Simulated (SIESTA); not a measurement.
ErCo3Ge2:

```
CELL_PARAMETERS angstrom
5.24505 0.00000 0.00000
-2.62252 4.54234 0.00000
0.00000 0.00000 3.68396
ATOMIC_POSITIONS crystal
Er 0.00000 0.00000 0.88881
Ge 0.33333 0.66667 0.96314
Ge 0.66667 0.33333 0.96314
Co 0.00000 0.50000 0.45952
Co 0.50000 0.00000 0.45952
Co 0.50000 0.50000 0.45952
```

The cell comes from a database or a generator and needn't be the stable form of this composition.

| Item | Value |
| --- | --- |
| Program | SIESTA 5.4.2 |
| Task | single point |
| Functional | PBEsol |
| Potentials or basis | PseudoDojo 0.4 standard with PseudoDojo 3+ lanthanides (4f in the core) (PBE and PBEsol files) |
| Basis | DZP (energy shift 0.003 Ry; two zetas on semicore shells) |
| Grid cutoff | 800 Ry |
| Energy shift | 0.003 Ry |
| k mesh | 6 × 6 × 7 |
| Occupations | fermi-dirac, width 0.05 eV |
| Spin | collinear spin, ferromagnetic start |
| Starting moments | [3.0, 0.0, 0.0, 2.0, 2.0, 2.0] μB |

On this cell: pressure -6.9 GPa; largest force 0.055 eV/Å; net moment 0.00 μB per cell; band gap on the k mesh none (metal or under the smearing width).

The same run follows on a disturbed copy (atoms moved at random, drawn with an rms of 0.05 Å):

```
CELL_PARAMETERS angstrom
5.24505 0.00000 0.00000
-2.62252 4.54234 0.00000
0.00000 0.00000 3.68396
ATOMIC_POSITIONS crystal
Er 0.01679 0.01843 0.89981
Ge 0.32999 0.65811 0.96563
Ge 0.68460 0.34080 0.97535
Co 0.99088 0.49814 0.45617
Co 0.50220 0.00410 0.46717
Co 0.50807 0.49708 0.45901
```

Q: What does the disturbed cell give?

A: The energy (extrapolated to zero smearing) moves by +21.8 meV/atom; pressure -6.1 GPa; largest force 1.284 eV/Å; net moment 0.00 μB per cell; band gap on the k mesh none (metal or under the smearing width).

Forces in eV/Å, atoms in the order of the input:
```
Er   0.029 -0.569 -0.092
Ge   0.203  0.646 -0.075
Ge  -0.642 -0.358 -0.926
Co   1.006  0.455  0.656
Co   0.008 -0.400  0.074
Co  -0.605  0.223  0.363
```

Stress tensor (GPa, compression positive):
```
-6.02  0.05  0.26
 0.05 -5.86  0.38
 0.26  0.38 -6.35
```

Caveats: the magnetic or orbital state may not be the lowest; the potentials were made for another functional, which shifts forces and pressure; short orbitals over semicore shells can move pressures by several GPa; spin-orbit coupling is left out, which moves the levels of the heavy elements; the 4f electrons are frozen in the core as for a trivalent ion, so they carry no moment and show no levels; the basis of atomic orbitals isn't converged, which shifts pressures, moduli and gaps.
